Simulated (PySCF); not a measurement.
# CF3Li (Li ... CF3): the cost of one run

Computed with PySCF 2.14.0 and routines of our own; the level stands in each step. Atoms count from 0.

## (1) The starting structure

5 atoms, charge 0, high-spin multiplicity 3; geometry from: GFN2-xTB fragments, placed rigidly.

The system (radical pair): Li···CF3. The radical centres are 3.14 Å apart, tilted by 45 degrees; the spin sites are atom 0 (1 unpaired) and atoms 1, 2, 3, 4 (1 unpaired).

## (2) Magnetic exchange: CASSCF and SC-NEVPT2/def2-TZVP (2,2)

The job: settings as JSON, then the geometry in Å.

```
{"job": {"kind": "cas", "basis": "def2-TZVP", "active": "magnetic", "zfs": true}, "charge": 0, "high_spin_multiplicity": 3, "spin_sites": [[[0], 1], [[1, 2, 3, 4], 1]]}
Li    -0.720300     0.000000    -2.608300
C     -0.020300     0.000000     0.451700
F      1.115500    -0.301700    -0.149700
F     -0.002700     1.214600     0.968400
F     -0.372100    -0.912900     1.337900
```

With the program's defaults for keys left out, this is: CASSCF and SC-NEVPT2/def2-TZVP spin states, gas phase.

Launch:

```console
OMP_NUM_THREADS=1 python exch_run.py task.json out
```

The driver reads the jobs from task.json and runs them one after another.

Q: Estimate the wall time of this first job on 1 thread of Intel Xeon Platinum 8488C (Sapphire Rapids), shared host.

About 4.7 s.
